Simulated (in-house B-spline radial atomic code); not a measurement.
# Co: a fraction of an electron added to 3d

Aim: the energy of Co as a fraction of an electron is added to 3d, to see how far it bends away from a straight line.

Program: in-house B-spline radial atomic code version 1. Level of theory: scalar-relativistic (spin-free one-electron X2C) AM05, spin-polarised, spherical fractional occupations, Fermi nucleus, basis-set limit. These are calculated values, not measurements, unless marked.

## (1) The atom as given

```
element       : cobalt (Z = 27)
charge        : 0
electrons     : 27
configuration : [Ar] 3d7 4s2
Hamiltonian   : scalar-relativistic (X2C)
nucleus       : Fermi, rms radius 3.788 fm
```

The outer shells:

[Ar] 3d7 4s2
```
[Ar] core
3d [↑↓][↑↓][↑ ][↑ ][↑ ]
4s [↑↓]
```

Where spins are not typed, each open shell is filled with up spins first.

## (2) The start, at fraction 0

Input settings:

```ini
Z = 27
electrons = 27.0
configuration = [Ar] 3d7 4s2
hamiltonian = x2c
method = am05
spin_polarised = True
nucleus = fermi
rms_radius = 3.7875
mass_number = 59
atomic_mass = 58.933193524
speed_of_light = 137.035999084
```

Results of the run (chosen fields of its result record, rounded):

```text
{
  "status": "converged",
  "scf [iteration, energy, orbital gradient]": [
    [1, -1388.25012096, 0.274],
    [2, -1386.47998017, 0.383],
    [3, -1390.57679385, 0.0811],
    [4, -1390.71546035, 0.0364],
    [5, -1390.37063218, 0.0949],
    [6, -1390.77378183, 0.00345],
    [7, -1390.77437661, 0.000593],
    [8, -1390.77439098, 4.2e-05],
    [9, -1390.77439112, 9.56e-06],
    [10, -1390.77439112, 3.38e-07],
    [11, -1390.77439112, 1.54e-08]
  ],
  "energy [hartree]": {"total": -1390.77439112, "kinetic": 1410.91342246, "nuclear": -3337.28153615, "coulomb": 592.903320727, "xc": -57.3095981541},
  "orbitals [hartree, bohr; first row names the columns]": [
    ["name", "occ", "eps", "<r>", "<r^2>", "<1/r>", "r_max"],
    ["1s up", 1.0, -278.21954, 0.055943, 0.0042217, 27.386, 0.036465],
    ["1s down", 1.0, -278.21909, 0.055943, 0.0042216, 27.387, 0.036465],
    ["2s up", 1.0, -32.964355, 0.25582, 0.077324, 5.8616, 0.2135],
    ["2s down", 1.0, -32.904438, 0.25551, 0.077131, 5.8692, 0.21337],
    ["2p up", 3.0, -28.252555, 0.22527, 0.062357, 5.7025, 0.17201],
    ["2p down", 3.0, -28.207143, 0.22494, 0.062157, 5.7091, 0.1719],
    ["3s up", 1.0, -3.7919524, 0.77416, 0.69263, 1.8441, 0.66914],
    ["3s down", 1.0, -3.6727025, 0.77628, 0.69668, 1.8373, 0.66993],
    ["3p up", 3.0, -2.4509228, 0.81555, 0.78564, 1.6929, 0.67822],
    ["3p down", 3.0, -2.3335785, 0.81948, 0.79408, 1.6841, 0.67957],
    ["3d up", 5.0, -0.34726792, 1.0471, 1.4696, 1.3014, 0.66364],
    ["3d down", 2.0, -0.24123142, 1.1132, 1.7163, 1.2571, 0.67139],
    ["4s up", 1.0, -0.20878455, 2.8299, 9.3508, 0.46296, 2.2756],
    ["4s down", 1.0, -0.18881657, 2.9657, 10.278, 0.4386, 2.3815]
  ],
  "sum_r [bohr^k]": {"-1": 124.4735, "1": 21.68666, "2": 37.07428}
}
```

Run time: 0.18 s. Hardware: 1 thread, shared host.

## (3) 0.1 electron added to 3d

The settings differ from step 2 so:

```diff
@@ -1,4 +1,4 @@
 Z = 27
-electrons = 27.0
-configuration = [Ar] 3d7 4s2
+electrons = 27.1
+configuration = [Ar] 3d7.1 4s2
 hamiltonian = x2c
```

Results of the run:

```text
{
  "status": "converged",
  "scf [iteration, energy, orbital gradient]": [
    [1, -1388.36272678, 0.274],
    [2, -1386.43470845, 0.383],
    [3, -1390.50548066, 0.0947],
    [4, -1390.69143654, 0.0494],
    [5, -1386.90248889, 0.211],
    [6, -1390.76483017, 0.02],
    [7, -1390.79524748, 0.00401],
    [8, -1390.79636635, 0.000744],
    [9, -1390.79637533, 0.000239],
    [10, -1390.79637828, 1.13e-05],
    [11, -1390.79637829, 5.36e-07],
    [12, -1390.79637829, 5.83e-08]
  ],
  "energy [hartree]": {"total": -1390.79637829, "kinetic": 1410.93022604, "nuclear": -3338.55324725, "coulomb": 594.171015426, "xc": -57.3443724984},
  "orbitals [hartree, bohr; first row names the columns]": [
    ["name", "occ", "eps", "<r>"],
    ["1s up", 1.0, -278.17139, 0.055943],
    ["1s down", 1.0, -278.17095, 0.055943],
    ["2s up", 1.0, -32.91307, 0.25581],
    ["2s down", 1.0, -32.855559, 0.25551],
    ["2p up", 3.0, -28.201745, 0.22526],
    ["2p down", 3.0, -28.158157, 0.22494],
    ["3s up", 1.0, -3.7415828, 0.77455],
    ["3s down", 1.0, -3.6270133, 0.77658],
    ["3p up", 3.0, -2.4010989, 0.81628],
    ["3p down", 3.0, -2.2883615, 0.82006],
    ["3d up", 5.0, -0.30019478, 1.0578],
    ["3d down", 2.1, -0.19878079, 1.1274],
    ["4s up", 1.0, -0.17958836, 2.8836],
    ["4s down", 1.0, -0.16077881, 3.026]
  ],
  "sum_r [bohr^k]": {"-1": 124.5206, "1": 22.00029, "2": 38.43797},
  "energy_minus_base [hartree]": -0.0219871663
}
```

Wall time 0.19 s (1 thread, shared host).

energy_minus_base is the energy less that of the reference run.

## (4) 0.2 electron added to 3d

The settings differ from step 3 so:

```diff
@@ -1,4 +1,4 @@
 Z = 27
-electrons = 27.1
-configuration = [Ar] 3d7.1 4s2
+electrons = 27.2
+configuration = [Ar] 3d7.2 4s2
 hamiltonian = x2c
```

Results of the run:

```text
{
  "status": "converged",
  "scf [iteration, energy, orbital gradient]": [
    [1, -1388.46915199, 0.274],
    [2, -1386.38672455, 0.383],
    [3, -1390.37601508, 0.111],
    [4, -1390.62546135, 0.0669],
    [5, -1366.80323137, 0.428],
    [6, -1390.64474221, 0.0481],
    [7, -1390.76772367, 0.023],
    [8, -1390.81347248, 0.00495],
    [9, -1390.81416762, 0.000795],
    [10, -1390.81420154, 0.000158],
    [11, -1390.81420257, 6.35e-06],
    [12, -1390.81420257, 1.18e-06],
    [13, -1390.81420257, 8.69e-08]
  ],
  "energy [hartree]": {"total": -1390.81420257, "kinetic": 1410.94306381, "nuclear": -3339.77333459, "coulomb": 595.3936058, "xc": -57.3775375959},
  "orbitals [hartree, bohr; first row names the columns]": [
    ["name", "occ", "eps", "<r>"],
    ["1s up", 1.0, -278.12518, 0.055943],
    ["1s down", 1.0, -278.12477, 0.055943],
    ["2s up", 1.0, -32.863847, 0.2558],
    ["2s down", 1.0, -32.808684, 0.25552],
    ["2p up", 3.0, -28.152982, 0.22525],
    ["2p down", 3.0, -28.111174, 0.22495],
    ["3s up", 1.0, -3.6930771, 0.77491],
    ["3s down", 1.0, -3.5830884, 0.77686],
    ["3p up", 3.0, -2.353108, 0.81698],
    ["3p down", 3.0, -2.2448789, 0.82061],
    ["3d up", 5.0, -0.25489183, 1.069],
    ["3d down", 2.2, -0.15798794, 1.1427],
    ["4s up", 1.0, -0.15138201, 2.9414],
    ["4s down", 1.0, -0.13371539, 3.0918]
  ],
  "sum_r [bohr^k]": {"-1": 124.5658, "1": 22.33037, "2": 39.9429},
  "energy_minus_base [hartree]": -0.0398114546
}
```

It took 0.2 s on 1 thread, shared host.

## (5) 0.3 electron added to 3d

The settings differ from step 4 so:

```diff
@@ -1,4 +1,4 @@
 Z = 27
-electrons = 27.2
-configuration = [Ar] 3d7.2 4s2
+electrons = 27.3
+configuration = [Ar] 3d7.3 4s2
 hamiltonian = x2c
```

Results of the run:

```text
{
  "status": "converged",
  "scf [iteration, energy, orbital gradient]": [
    [1, -1388.56939375, 0.274],
    [2, -1386.33640197, 0.382],
    [3, -1387.20478782, 0.21],
    [4, -1389.28742729, 0.195],
    [5, -1360.36556466, 0.565],
    [6, -1390.50743958, 0.076],
    [7, -1387.25431709, 0.177],
    [8, -1390.8245151, 0.00797],
    [9, -1390.82786378, 0.00264],
    [10, -1390.82793817, 0.00117],
    [11, -1390.82803109, 0.000176],
    [12, -1390.82803435, 8.76e-06],
    [13, -1390.82803435, 6.22e-07],
    [14, -1390.82803435, 3.15e-08]
  ],
  "energy [hartree]": {"total": -1390.82803435, "kinetic": 1410.95209644, "nuclear": -3340.93919872, "coulomb": 596.56807653, "xc": -57.4090086139},
  "orbitals [hartree, bohr; first row names the columns]": [
    ["name", "occ", "eps", "<r>"],
    ["1s up", 1.0, -278.08102, 0.055943],
    ["1s down", 1.0, -278.08062, 0.055943],
    ["2s up", 1.0, -32.816782, 0.25579],
    ["2s down", 1.0, -32.763909, 0.25552],
    ["2p up", 3.0, -28.106366, 0.22524],
    ["2p down", 3.0, -28.066293, 0.22495],
    ["3s up", 1.0, -3.6465455, 0.77525],
    ["3s down", 1.0, -3.5410336, 0.77712],
    ["3p up", 3.0, -2.30706, 0.81763],
    ["3p down", 3.0, -2.2032364, 0.82111],
    ["3d up", 5.0, -0.21145779, 1.0806],
    ["3d down", 2.3, -0.1189482, 1.1592],
    ["4s up", 1.0, -0.12422653, 3.004],
    ["4s down", 1.0, -0.10768651, 3.1639]
  ],
  "sum_r [bohr^k]": {"-1": 124.6089, "1": 22.67947, "2": 41.61921},
  "energy_minus_base [hartree]": -0.0536432348
}
```

Wall time 0.22 s (1 thread, shared host).

## (6) 0.4 electron added to 3d

The settings differ from step 5 so:

```diff
@@ -1,4 +1,4 @@
 Z = 27
-electrons = 27.3
-configuration = [Ar] 3d7.3 4s2
+electrons = 27.4
+configuration = [Ar] 3d7.4 4s2
 hamiltonian = x2c
```

Results of the run:

```text
{
  "status": "converged",
  "scf [iteration, energy, orbital gradient]": [
    [1, -1388.66344932, 0.274],
    [2, -1386.2841487, 0.382],
    [3, -1386.46118065, 0.232],
    [4, -1388.93366063, 0.217],
    [5, -1358.43415746, 0.595],
    [6, -1390.36750106, 0.0909],
    [7, -1367.07459665, 0.387],
    [8, -1390.81628035, 0.0154],
    [9, -1390.83328188, 0.0105],
    [10, -1390.83777678, 0.00149],
    [11, -1390.83802762, 0.000709],
    [12, -1390.83805429, 5.06e-05],
    [13, -1390.83805437, 1.4e-06],
    [14, -1390.83805437, 3.54e-07],
    [15, -1390.83805437, 1.11e-08]
  ],
  "energy [hartree]": {"total": -1390.83805437, "kinetic": 1410.95755304, "nuclear": -3342.04782984, "coulomb": 597.690914676, "xc": -57.4386922546},
  "orbitals [hartree, bohr; first row names the columns]": [
    ["name", "occ", "eps", "<r>"],
    ["1s up", 1.0, -278.03902, 0.055943],
    ["1s down", 1.0, -278.03863, 0.055943],
    ["2s up", 1.0, -32.771991, 0.25579],
    ["2s down", 1.0, -32.721344, 0.25553],
    ["2p up", 3.0, -28.062007, 0.22524],
    ["2p down", 3.0, -28.023622, 0.22496],
    ["3s up", 1.0, -3.6021177, 0.77557],
    ["3s down", 1.0, -3.5009721, 0.77735],
    ["3p up", 3.0, -2.2630845, 0.81825],
    ["3p down", 3.0, -2.1635575, 0.82158],
    ["3d up", 5.0, -0.17001046, 1.0927],
    ["3d down", 2.4, -0.081774124, 1.1773],
    ["4s up", 1.0, -0.098196207, 3.0722],
    ["4s down", 1.0, -0.082765125, 3.2438]
  ],
  "sum_r [bohr^k]": {"-1": 124.6499, "1": 23.05096, "2": 43.50829},
  "energy_minus_base [hartree]": -0.0636632514
}
```

It took 0.23 s on 1 thread, shared host.

## (7) 0.5 electron added to 3d

The settings differ from step 6 so:

```diff
@@ -1,4 +1,4 @@
 Z = 27
-electrons = 27.4
-configuration = [Ar] 3d7.4 4s2
+electrons = 27.5
+configuration = [Ar] 3d7.5 4s2
 hamiltonian = x2c
```

Results of the run:

```text
{
  "status": "converged",
  "scf [iteration, energy, orbital gradient]": [
    [1, -1388.75131601, 0.274],
    [2, -1386.23041433, 0.381],
    [3, -1366.88724178, 0.424],
    [4, -1385.04779715, 0.396],
    [5, -1350.52568055, 0.777],
    [6, -1390.47401969, 0.0987],
    [7, -1362.04505146, 0.399],
    [8, -1390.76907356, 0.0307],
    [9, -1390.79612698, 0.0284],
    [10, -1390.77986922, 0.029],
    [11, -1390.72415185, 0.0417],
    [12, -1390.84444562, 0.000531],
    [13, -1390.84445124, 0.000296],
    [14, -1390.84445611, 5.39e-06],
    [15, -1390.84445611, 9.94e-07],
    [16, -1390.84445611, 7.51e-08]
  ],
  "energy [hartree]": {"total": -1390.84445611, "kinetic": 1410.9596265, "nuclear": -3343.09526062, "coulomb": 598.757648014, "xc": -57.4664700029},
  "orbitals [hartree, bohr; first row names the columns]": [
    ["name", "occ", "eps", "<r>"],
    ["1s up", 1.0, -277.99931, 0.055943],
    ["1s down", 1.0, -277.99894, 0.055943],
    ["2s up", 1.0, -32.729622, 0.25578],
    ["2s down", 1.0, -32.681135, 0.25553],
    ["2p up", 3.0, -28.020056, 0.22523],
    ["2p down", 3.0, -27.983307, 0.22496],
    ["3s up", 1.0, -3.5599596, 0.77586],
    ["3s down", 1.0, -3.4630599, 0.77757],
    ["3p up", 3.0, -2.2213471, 0.81882],
    ["3p down", 3.0, -2.1259979, 0.82201],
    ["3d up", 5.0, -0.13070181, 1.1052],
    ["3d down", 2.5, -0.046609035, 1.1974],
    ["4s up", 1.0, -0.073385983, 3.1469],
    ["4s down", 1.0, -0.059043795, 3.3333]
  ],
  "sum_r [bohr^k]": {"-1": 124.6887, "1": 23.44945, "2": 45.67005},
  "energy_minus_base [hartree]": -0.0700649895
}
```

It took 0.24 s on 1 thread, shared host.

## (8) 0.6 electron added to 3d

The settings differ from step 7 so:

```diff
@@ -1,4 +1,4 @@
 Z = 27
-electrons = 27.5
-configuration = [Ar] 3d7.5 4s2
+electrons = 27.6
+configuration = [Ar] 3d7.6 4s2
 hamiltonian = x2c
```

Results of the run:

```text
{
  "status": "converged",
  "scf [iteration, energy, orbital gradient]": [
    [1, -1388.8329912, 0.274],
    [2, -1386.17569964, 0.38],
    [3, -1366.55870031, 0.429],
    [4, -1384.80828122, 0.402],
    [5, -1349.31190355, 0.791],
    [6, -1390.50100141, 0.0932],
    [7, -1361.9723514, 0.4],
    [8, -1390.83619117, 0.0139],
    [9, -1390.84655517, 0.00359],
    [10, -1390.84480355, 0.00601],
    [11, -1390.84478544, 0.00602],
    [12, -1390.84629015, 0.00405],
    [13, -1390.84744664, 0.000227],
    [14, -1390.84744961, 1.19e-05],
    [15, -1390.84744963, 8.33e-07],
    [16, -1390.84744963, 4.36e-08]
  ],
  "energy [hartree]": {"total": -1390.84744963, "kinetic": 1410.95851341, "nuclear": -3344.07597494, "coulomb": 599.762193844, "xc": -57.4921819464},
  "orbitals [hartree, bohr; first row names the columns]": [
    ["name", "occ", "eps", "<r>"],
    ["1s up", 1.0, -277.96212, 0.055943],
    ["1s down", 1.0, -277.96176, 0.055942],
    ["2s up", 1.0, -32.689887, 0.25577],
    ["2s down", 1.0, -32.643485, 0.25554],
    ["2p up", 3.0, -27.980722, 0.22522],
    ["2p down", 3.0, -27.945553, 0.22496],
    ["3s up", 1.0, -3.5202997, 0.77613],
    ["3s down", 1.0, -3.4275081, 0.77777],
    ["3p up", 3.0, -2.1820759, 0.81935],
    ["3p down", 3.0, -2.0907687, 0.8224],
    ["3d up", 5.0, -0.093742747, 1.1182],
    ["3d down", 2.6, -0.013648455, 1.2204],
    ["4s up", 1.0, -0.049926013, 3.2294],
    ["4s down", 1.0, -0.036648266, 3.4352]
  ],
  "sum_r [bohr^k]": {"-1": 124.725, "1": 23.88173, "2": 48.19887},
  "energy_minus_base [hartree]": -0.0730585055
}
```

Wall time 0.24 s (1 thread, shared host).

## (9) 0.7 electron added to 3d

The settings differ from step 8 so:

```diff
@@ -1,4 +1,4 @@
 Z = 27
-electrons = 27.6
-configuration = [Ar] 3d7.6 4s2
+electrons = 27.7
+configuration = [Ar] 3d7.7 4s2
 hamiltonian = x2c
```

Results of the run:

```text
{
  "status": "converged",
  "warnings": ["3d down has a positive eigenvalue: unbound, held by the box"],
  "scf [iteration, energy, orbital gradient]": [
    [1, -1388.90847234, 0.274],
    [2, -1386.12057019, 0.38],
    [3, -1366.13469752, 0.434],
    [4, -1384.55248294, 0.408],
    [5, -1347.78987091, 0.806],
    [6, -1390.52277875, 0.0885],
    [7, -1361.91935745, 0.401],
    [8, -1387.68182528, 0.161],
    [9, -1387.79737523, 0.156],
    [10, -1387.81460625, 0.155],
    [11, -1390.81417032, 0.0233],
    [12, -1362.31179583, 0.37],
    [13, -1362.31098452, 0.37],
    [14, -1362.31118137, 0.37],
    [15, -1362.30846032, 0.377],
    [16, -1362.33172851, 0.375],
    [17, -1362.39257173, 0.371],
    [18, -1362.33180458, 0.375],
    [19, -1362.34269025, 0.373],
    [20, -1362.38548086, 0.363],
    [21, -1390.67584434, 0.0325],
    [22, -1389.76533391, 0.134],
    [23, -1389.98311347, 0.116],
    [24, -1390.39142229, 0.0789],
    [25, -1390.4858645, 0.072],
    [26, -1390.65788852, 0.0489],
    [27, -1390.8091505, 0.0211],
    [28, -1390.84703085, 0.00125],
    [29, -1390.84726601, 0.000177],
    [30, -1390.847268, 9.22e-05],
    [31, -1390.84726913, 6.45e-06],
    [32, -1390.84726914, 3.57e-07],
    [33, -1390.84726914, 3.55e-08]
  ],
  "energy [hartree]": {"total": -1390.84726914, "kinetic": 1410.95452011, "nuclear": -3344.98118477, "coulomb": 600.694973929, "xc": -57.5155784025},
  "orbitals [hartree, bohr; first row names the columns]": [
    ["name", "occ", "eps", "<r>"],
    ["1s up", 1.0, -277.92776, 0.055943],
    ["1s down", 1.0, -277.92741, 0.055942],
    ["2s up", 1.0, -32.65313, 0.25577],
    ["2s down", 1.0, -32.608719, 0.25554],
    ["2p up", 3.0, -27.944346, 0.22521],
    ["2p down", 3.0, -27.910685, 0.22497],
    ["3s up", 1.0, -3.4835061, 0.77638],
    ["3s down", 1.0, -3.3946476, 0.77794],
    ["3p up", 3.0, -2.1456379, 0.81983],
    ["3p down", 3.0, -2.0582004, 0.82275],
    ["3d up", 5.0, -0.059474741, 1.1316],
    ["3d down", 2.7, 0.016799214, 1.2486],
    ["4s up", 1.0, -0.028022736, 3.321],
    ["4s down", 1.0, -0.015775327, 3.5536]
  ],
  "sum_r [bohr^k]": {"-1": 124.7585, "1": 24.35969, "2": 51.27884},
  "energy_minus_base [hartree]": -0.072878017
}
```

It took 0.45 s on 1 thread, shared host.

## (10) Energy against the fraction

| fraction | energy change (eV) | less the straight line (eV) | level 3d down (eV) | sum of <r²> (bohr²) |
| --- | --- | --- | --- | --- |
| 0 | 0.0000 | 0.0000 | -6.564 | 37.074 |
| 0.1 | -0.5983 | -0.3150 | -5.409 | 38.438 |
| 0.2 | -1.0833 | -0.5167 | -4.299 | 39.943 |
| 0.3 | -1.4597 | -0.6098 | -3.237 | 41.619 |
| 0.4 | -1.7324 | -0.5992 | -2.225 | 43.508 |
| 0.5 | -1.9066 | -0.4901 | -1.268 | 45.670 |
| 0.6 | -1.9880 | -0.2882 | -0.371 | 48.199 |
| 0.7 | -1.9831 | 0.0000 | 0.457 | 51.279 |

**Reading.** From fraction 0 to 0.7 the energy changes by -1.983 eV. It sags under the straight line by up to 0.61 eV (at 0.3); exact theory is straight between whole electron numbers, so this convex bend is an error (delocalisation) that favours fractional charges. From fraction 0.7 on, a level is unbound or reaches the edge of the box, so those points hang on the box (radius 50.0 bohr). The path stops at 0.7, so the line is drawn to that point and not to a whole electron.

Members of this set that are not shown: 1 did not converge.
